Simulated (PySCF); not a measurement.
# F2H5NSi2: electronic excitations and core binding energies

What electronic excitations and core binding energies should F2H5NSi2 (`N[Si](F)(F)[SiH3]`) show?

Computed with PySCF 2.14.0, with density-fitted response routines of our own, on a single molecule in the gas phase. Atoms count from 0, in the outputs and in this text.

**1. The starting structure**

10 atoms, charge 0, multiplicity 1; geometry from: GFN2-xTB.

Bonds of the start (Å): N0–Si1 1.71, Si1–F2 1.61, Si1–F3 1.62, Si1–Si4 2.28, N0–H5 1.00, N0–H6 1.01, Si4–H7 1.47, Si4–H8 1.47, Si4–H9 1.47.

**2. TDDFT and polarisability: wB97X-D/def2-SVPD**

Job settings and geometry (Å):

```
{"job": {"kind": "uv", "xc": "wB97X-D", "basis": "def2-SVPD", "nstates": 8, "ntriplets": 3}, "charge": 0, "multiplicity": 1}
N      1.767206    -0.390177    -0.047000
Si     0.409174     0.644662    -0.065499
F      0.651313     1.555317    -1.365546
F      0.525831     1.812493     1.046361
Si    -1.611706    -0.410346     0.008362
H      1.826579    -1.179739     0.570012
H      2.682744    -0.030144    -0.264528
H     -2.324919    -0.115098     1.255767
H     -1.440692    -1.866454    -0.053877
H     -2.476648    -0.015859    -1.106579
```

With the program's defaults for keys left out, this is: TDDFT wB97X-D/def2-SVPD, vertical, gas phase, core orbitals frozen in the response.

On the command line:

```console
$ OMP_NUM_THREADS=1 python probes_run.py task.json out
```

One launch serves the whole session: the jobs run in the order shown.

What it wrote:

```text
coarse grid: 9584 points
cycle   1  E = -835.9288526862  dE =  2.495e-01  |g| = 7.466e-01  |ddm| = 3.709e+00
cycle   2  E = -835.9220459131  dE =  6.807e-03  |g| = 8.526e-01  |ddm| = 1.603e+00
cycle   3  E = -836.0375566043  dE = -1.155e-01  |g| = 4.910e-02  |ddm| = 5.999e-01
cycle   4  E = -836.0380055416  dE = -4.489e-04  |g| = 2.790e-02  |ddm| = 1.025e-01
cycle   5  E = -836.0381825392  dE = -1.770e-04  |g| = 7.165e-03  |ddm| = 5.645e-02
cycle   6  E = -836.0381958025  dE = -1.326e-05  |g| = 1.015e-03  |ddm| = 1.758e-02
cycle   7  E = -836.0381963158  dE = -5.133e-07  |g| = 5.353e-04  |ddm| = 5.754e-03
final grid: 84912 points
cycle   8  E = -836.1406178139  dE = -5.246e-05  |g| = 9.601e-03  |ddm| = 9.856e-02
cycle   9  E = -836.1406141998  dE =  3.614e-06  |g| = 1.127e-02  |ddm| = 2.268e-02
cycle  10  E = -836.1406353138  dE = -2.111e-05  |g| = 3.625e-04  |ddm| = 7.872e-03
cycle  11  E = -836.1406353757  dE = -6.192e-08  |g| = 2.388e-04  |ddm| = 1.946e-03
cycle  12  E = -836.1406353883  dE = -1.264e-08  |g| = 6.693e-05  |ddm| = 4.783e-04
cycle  13  E = -836.1406353895  dE = -1.198e-09  |g| = 1.407e-05  |ddm| = 1.557e-04
cycle  14  E = -836.1406353896  dE = -1.116e-10  |g| = 6.179e-06  |ddm| = 6.710e-05
converged SCF energy = -836.1406353896

Static polarisability (au): isotropic 60.559, principal 54.272 57.699 69.705

Singlet excitations
state   eV       nm        f      main configurations
  1   6.8214    181.8   0.01895   H->L 0.93
  2   7.4304    166.9   0.01584   H->L+1 0.40, H-1->L 0.36, H->L+2 0.10
  3   7.6118    162.9   0.09816   H-1->L 0.56, H->L+1 0.22
  4   7.8332    158.3   0.04061   H->L+2 0.43, H->L+1 0.28, H->L+3 0.10
  5   8.0247    154.5   0.02292   H-1->L+1 0.84
  6   8.4246    147.2   0.00363   H-2->L 0.57, H-3->L 0.16, H-3->L+1 0.15
  7   8.7916    141.0   0.00607   H->L+3 0.40, H->L+4 0.28
  8   8.8654    139.9   0.18013   H-1->L+2 0.79

Triplet excitations (Tamm-Dancoff, eV): 6.3641 6.6316 6.9293
```

Run time: 16 s. Hardware: 1 thread of Arm Neoverse V2, shared host; peak memory 0.67 GiB.

Frontier orbitals and where they lie:

| orbital | eV | atoms |
| --- | --- | --- |
| HOMO−3 | -12.23 | Si4 43 %, H9 26 %, H8 23 % |
| HOMO−2 | -12.18 | Si4 43 %, H7 32 %, H8 11 % |
| HOMO−1 | -11.17 | Si4 33 %, Si1 25 %, F3 10 % |
| HOMO | -10.30 | N0 70 %, Si1 8 %, H5 7 % |
| LUMO | 1.13 | Si4 37 %, Si1 25 %, H9 9 % |
| LUMO+1 | 1.59 | Si4 41 %, Si1 21 %, H7 8 % |
| LUMO+2 | 1.80 | Si4 41 %, Si1 21 %, H8 10 % |

With each of the 8 states as a Gaussian band of 0.4 eV half-width at 1/e, the curve within the window shown has maxima at 161 nm (ε 6,200), 140 nm (ε 7,600) L/(mol cm). Beyond the last state computed it falls off for lack of states. The curve at chosen wavelengths:

(nm, ε (L/mol/cm)): (135, 4263), (138, 7072), (140, 7572), (143, 5942), (145, 4256), (148, 2580), (150, 2396), (153, 3249), (155, 4208), (158, 5566), (161, 6168), (163, 5969), (166, 4921), (168, 3974), (171, 2635), (173, 1964), (176, 1343), (179, 1050), (181, 937), (184, 787), (186, 675), (189, 494), (191, 377), (194, 230), (196, 157), (199, 81)

Ground-state properties from the same run:

```
           property  computed
  dipole moment (D)      2.75
polarisability (Å³)      8.97
 HOMO–LUMO gap (eV)     11.43
      −ε(HOMO) (eV)     10.30
```

**3. Core holes by ΔSCF: SCAN, X2C**

Settings changed since step 2:

```diff
@@ -1,2 +1,2 @@
-{"job": {"kind": "uv", "xc": "wB97X-D", "basis": "def2-SVPD", "nstates": 8, "ntriplets": 3}, "charge": 0, "multiplicity": 1}
+{"job": {"kind": "xps"}, "charge": 0, "multiplicity": 1}
 N      1.767206    -0.390177    -0.047000
```

Method: delta-SCF UKS SCAN, pcX-2 on the ionised atom, pcseg-1 elsewhere, spin-free X2C.

What it wrote:

```text
ground state, core basis on atom 0 (N), 134 functions
  cycle   1  E = -837.65493777  |g| = 7.93e-01
  cycle   2  E = -837.42963046  |g| = 1.39e+00
  cycle   3  E = -837.76662728  |g| = 6.57e-02
  cycle   4  E = -837.76710050  |g| = 4.86e-02
  cycle   5  E = -837.76753061  |g| = 9.54e-03
  cycle   6  E = -837.76755118  |g| = 2.23e-03
  cycle   7  E = -837.76755546  |g| = 1.24e-03
  cycle   8  E = -837.76755332  |g| = 3.21e-04
  E(ground) = -837.82205958 Eh
hole in N 1s of atom 0
  cycle   1  E = -822.18100029  |g| = 1.86e+00
  cycle   2  E = -821.70104737  |g| = 1.97e+00
  cycle   3  E = -822.83000723  |g| = 3.77e-01
  cycle   4  E = -822.85303808  |g| = 2.62e-01
  cycle   5  E = -822.87484311  |g| = 4.13e-02
  cycle   6  E = -822.87539970  |g| = 1.10e-02
  cycle   7  E = -822.87544551  |g| = 6.80e-03
  cycle   8  E = -822.87545957  |g| = 2.29e-03
  cycle   9  E = -822.87546194  |g| = 4.98e-04
  E(ion) = -822.92960487 Eh   <S^2> = 0.7639   hole on atom = 1.000   binding energy = 405.244 eV
ground state, core basis on atom 1 (Si), 145 functions
  cycle   1  E = -837.86860910  |g| = 2.93e-01
  cycle   2  E = -837.86868826  |g| = 6.66e-02
  cycle   3  E = -837.86860857  |g| = 6.26e-02
  cycle   4  E = -837.86924873  |g| = 1.86e-02
  cycle   5  E = -837.86930401  |g| = 1.81e-03
  cycle   6  E = -837.86930631  |g| = 2.46e-04
  E(ground) = -837.88405053 Eh
hole in Si 1s of atom 1
  cycle   1  E = -768.87755945  |g| = 4.35e+00
  cycle   2  E = -768.72224768  |g| = 2.29e+00
  cycle   3  E = -769.33338549  |g| = 1.07e+00
  cycle   4  E = -769.87107519  |g| = 3.77e-01
  cycle   5  E = -769.90902470  |g| = 1.48e-01
  cycle   6  E = -769.91870802  |g| = 4.58e-02
  cycle   7  E = -769.91914664  |g| = 3.03e-02
  cycle   8  E = -769.91957800  |g| = 3.74e-03
  cycle   9  E = -769.91957910  |g| = 3.29e-03
  cycle  10  E = -769.91958371  |g| = 5.82e-04
  cycle  11  E = -769.91958378  |g| = 2.05e-04
  E(ion) = -769.94428334 Eh   <S^2> = 0.7521   hole on atom = 1.000   binding energy = 1848.735 eV
hole in Si 2p of atom 1
  cycle   1  E = -833.54581629  |g| = 1.24e+00
  cycle   2  E = -833.26470416  |g| = 1.27e+00
  cycle   3  E = -833.77961642  |g| = 4.22e-01
  cycle   4  E = -833.85554570  |g| = 1.29e-01
  cycle   5  E = -833.86011857  |g| = 4.86e-02
  cycle   6  E = -833.86133549  |g| = 1.45e-02
  cycle   7  E = -833.86138926  |g| = 8.70e-03
  cycle   8  E = -833.86142256  |g| = 1.07e-03
  cycle   9  E = -833.86142510  |g| = 6.88e-04
  cycle  10  E = -833.86142532  |g| = 2.50e-04
  E(ion) = -833.88910193 Eh   <S^2> = 0.7520   hole on atom = 1.003   binding energy = 108.708 eV
  2p3/2 = 108.544 eV   2p1/2 = 109.172 eV
ground state, core basis on atom 2 (F), 134 functions
  cycle   1  E = -837.79867836  |g| = 1.28e-01
  cycle   2  E = -837.79774272  |g| = 1.02e-01
  cycle   3  E = -837.79861383  |g| = 6.70e-02
  cycle   4  E = -837.79922676  |g| = 6.45e-03
  cycle   5  E = -837.79923843  |g| = 1.09e-03
  cycle   6  E = -837.79923796  |g| = 4.41e-04
  E(ground) = -837.85799570 Eh
hole in F 1s of atom 2
  cycle   1  E = -811.46201130  |g| = 2.58e+00
  cycle   2  E = -811.45835876  |g| = 2.09e+00
  cycle   3  E = -812.32088331  |g| = 3.17e-01
  cycle   4  E = -812.32712498  |g| = 2.59e-01
  cycle   5  E = -812.35066260  |g| = 3.88e-02
  cycle   6  E = -812.35098467  |g| = 2.23e-02
  cycle   7  E = -812.35121104  |g| = 6.21e-03
  cycle   8  E = -812.35122984  |g| = 1.45e-03
  cycle   9  E = -812.35123040  |g| = 3.11e-04
  E(ion) = -812.41675525 Eh   <S^2> = 0.7565   hole on atom = 1.000   binding energy = 692.291 eV
ground state, core basis on atom 4 (Si), 145 functions
  cycle   1  E = -837.84103468  |g| = 3.03e-01
  cycle   2  E = -837.83784064  |g| = 1.77e-01
  cycle   3  E = -837.83830191  |g| = 1.66e-01
  cycle   4  E = -837.84266181  |g| = 9.86e-03
  cycle   5  E = -837.84267240  |g| = 4.26e-03
  cycle   6  E = -837.84267683  |g| = 4.41e-04
  E(ground) = -837.85765609 Eh
hole in Si 1s of atom 4
  cycle   1  E = -768.91006207  |g| = 4.35e+00
  cycle   2  E = -768.36124553  |g| = 2.33e+00
  cycle   3  E = -769.09200707  |g| = 1.24e+00
  cycle   4  E = -769.93583566  |g| = 2.82e-01
  cycle   5  E = -769.95894205  |g| = 1.37e-01
  cycle   6  E = -769.96743497  |g| = 4.04e-02
  cycle   7  E = -769.96797587  |g| = 2.47e-02
  cycle   8  E = -769.96816534  |g| = 4.26e-03
  cycle   9  E = -769.96817650  |g| = 8.67e-04
  cycle  10  E = -769.96817557  |g| = 3.92e-04
  E(ion) = -769.99175542 Eh   <S^2> = 0.7524   hole on atom = 1.000   binding energy = 1846.725 eV
hole in Si 2p of atom 4
  cycle   1  E = -833.56528830  |g| = 1.23e+00
  cycle   2  E = -833.30264992  |g| = 1.17e+00
  cycle   3  E = -833.78097995  |g| = 4.62e-01
  cycle   4  E = -833.88212573  |g| = 1.04e-01
  cycle   5  E = -833.88618648  |g| = 3.63e-02
  cycle   6  E = -833.88683358  |g| = 1.78e-02
  cycle   7  E = -833.88695058  |g| = 5.18e-03
  cycle   8  E = -833.88695863  |g| = 9.47e-04
  cycle   9  E = -833.88696052  |g| = 4.56e-04
  E(ion) = -833.91376616 Eh   <S^2> = 0.7522   hole on atom = 1.002   binding energy = 107.319 eV
  2p3/2 = 107.108 eV   2p1/2 = 107.730 eV
```

Run time: 22 s. Hardware: 1 thread of Arm Neoverse V2, shared host; peak memory 0.52 GiB.

Binding energies by hole, beside the orbital energy of the ground state; the difference holds orbital relaxation and, for a density functional, its self-interaction error:

```csv
hole,stands for,environment,ΔSCF (eV; 2p as the shell's mean),−ε (eV),⟨S²⟩
N1s on N0,N0,"nitrogen bonded to Si, 2 H",405.24,386.0,0.764
Si1s on Si1,Si1,"silicon bonded to 2 F, N, Si",1848.74,1795.2,0.752
Si2p on Si1,Si1,"silicon bonded to 2 F, N, Si",108.75,97.8,0.752
F1s on F2,"F2, F3",fluorine bonded to Si,692.29,666.2,0.757
Si1s on Si4,Si4,"silicon bonded to Si, 3 H",1846.73,1793.5,0.752
Si2p on Si4,Si4,"silicon bonded to Si, 3 H",107.32,96.5,0.752
```

Each hole run stands for the others of its class of like atoms.

With the spin-orbit splitting: Si1 2p3/2 108.54, 2p1/2 109.17 eV; Si4 2p3/2 107.11, 2p1/2 107.73 eV. The table gives each 2p level as the mean over the whole 2p shell (two parts 2p3/2, one part 2p1/2), which differs a little from the single hole in the log.

**4. What came out**

| quantity | value |
| --- | --- |
| lowest singlet (wB97X-D/def2-SVPD) | 6.82 eV (182 nm), f = 0.019 |
| brightest single state of those computed | state 8, 8.87 eV, f = 0.180 |
| lowest triplet | 6.36 eV |
| Si1s binding energies, SCAN/pcX-2 | Si1 1848.74, Si4 1846.73 eV |
| Si2p binding energies, SCAN/pcX-2 | Si1 108.75, Si4 107.32 eV |
| N1s binding energies, SCAN/pcX-2 | N0 405.24 eV |
| F1s binding energies, SCAN/pcX-2 | F2 692.29 eV |

In words: The lowest singlet, at 6.82 eV, is HOMO→LUMO 0.93 and is weak; of the 8 states computed, the strongest absorption comes from state 8 at 8.87 eV (the last computed, so partners may be missing). The lowest triplet lies 0.46 eV below the lowest singlet (triplets in Tamm-Dancoff, singlets in full TDDFT). Si1 (silicon bonded to 2 F, N, Si) binds its Si1s electron 2.01 eV more tightly than Si4 (silicon bonded to Si, 3 H). Si1 (silicon bonded to 2 F, N, Si) binds its Si2p electron 1.44 eV more tightly than Si4 (silicon bonded to Si, 3 H).
